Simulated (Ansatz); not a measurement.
# GeHN2: the cost of one run

The runs use Ansatz 0.2.0, Gaussian basis; cc-pVDZ, all electrons in the functionals, frozen cores in the correlation of double hybrids and RPA.

The runs, in order: wB97M-V, B2PLYP, RPA-PBE, at charge 0, quartet; charge 0, doublet; charge 0, sextet; charge 1, triplet; charge 1, quintet; displaced geometry v1; displaced geometry v2.

36 further runs of the same task are left out: 5 for a known fault of the program, 14 that didn't finish, 17 set aside as unsound or not needed.

## Step 1: The geometry

The geometry is a PBE0/def2-TZVP stationary point (not a proven minimum). No spin-orbit coupling is included. The filled d shell of Ge may be among the frozen orbitals whatever the setting's name suggests; the logs give the count.

4 atoms, charge 0, spin multiplicity 4.

Atoms are counted from 1 here; the program's logs count them from 0.

Bond lengths: Ge1–N2 1.956 Å, N2–N3 1.244 Å, N2–H4 1.030 Å. Angles: Ge1–N2–N3 132.1°, Ge1–N2–H4 113.3°, N3–N2–H4 114.6°.

No dispersion term is added; wB97M-V holds VV10 nonlocal correlation.

The geometry shown and the zero of energy belong to the point charge 0, quartet. The yardstick, UCCSDT(Q), and other wave-function levels (R restricted, U unrestricted, valence and pair active spaces) come from earlier runs.

## Step 2: wB97M-V, charge 0, quartet

Contents of in.yaml:

```yaml
crystal:
  periodic: [false, false, false]
  atoms:
    - {symbol: Ge, position_ang: [0.000000, -0.021938, 0.687166]}
    - {symbol: N, position_ang: [0.000000, 0.374628, -1.228580]}
    - {symbol: N, position_ang: [0.000000, -0.360400, -2.231759]}
    - {symbol: H, position_ang: [0.000000, 1.383317, -1.436414]}
basis:
  gaussian: {orbitals: cc-pVDZ}
magnetization: {spin_polarized: true, initial_magnetization: 3}
hamiltonian: {xc: {name: wB97M-V}}
output: {orbitals: {seedname: orbitals}}
```

Run with:

```console
> ansatz run in.yaml --threads 1 --pin off --events-out ev --progress --plain --max-ram 2393MiB
```

**Question.** How long does this run take on 1 thread of Arm Neoverse N1, shared host?

About 20 s.
